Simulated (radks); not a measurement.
**Exchange and kinetic functionals tested on atomic densities: Pd²³⁺, Rh⁴⁺, Eu, Cs, Al²⁺, N**

An exercise on one series of results from a longer session: the logs are not shown, and one member is left open.

The numbers are computed with radks (a radial shooting solver on a logarithmic mesh, Libxc functionals) version 1 (non-relativistic Kohn-Sham, exchange-only PBE, spin-polarised, spherical densities, point nucleus; open shells are filled with parallel spins first), except any that are marked as measured or tabulated.

### The atom as given

| Item | Value |
| --- | --- |
| species | Pd²³⁺ ([Ar] 3d5), Rh⁴⁺ ([Kr] 4d5), Eu ([Xe] 4f7 6s2), Cs ([Xe] 6s1), Al²⁺ ([Ne] 3s1), N ([He] 2s2 2p3) |

Set-up of the first run:

Settings of this run:

```text
Z 46
configuration [Ar] 3d5
relativity non-relativistic
functional pbe,
spin polarised
nucleus point
```

Among the steps run: Pd²³⁺, [Ar] 3d5.

One of the session's tables, all rows but one given; the rest of the session is left out.

Sizes of the orbitals, from the radial functions (bohr):

| level | <r> | outermost maximum (interpolated) | 90 % within | nodes |
| --- | --- | --- | --- | --- |
| 2p up | ? | ? | ? | ? |
| 2p down | 0.1221 | 0.0953 | 0.198 | 0 |
| 3s up | 0.3689 | 0.341 | 0.538 | 2 |
| 3s down | 0.3706 | 0.342 | 0.540 | 2 |
| 3p up | 0.3570 | 0.326 | 0.531 | 1 |
| 3p down | 0.3590 | 0.327 | 0.534 | 1 |
| 3d up | 0.3202 | 0.264 | 0.495 | 0 |
| 3d down | 0.3227 | 0.266 | 0.500 | 0 |

Estimate the missing values for 2p up.

As computed: <r>: 0.1224; outermost maximum (interpolated): 0.0955; 90 % within: 0.198; nodes: 0. In the column «<r>» it lies between 2p down (0.1221) and 3d up (0.3202).
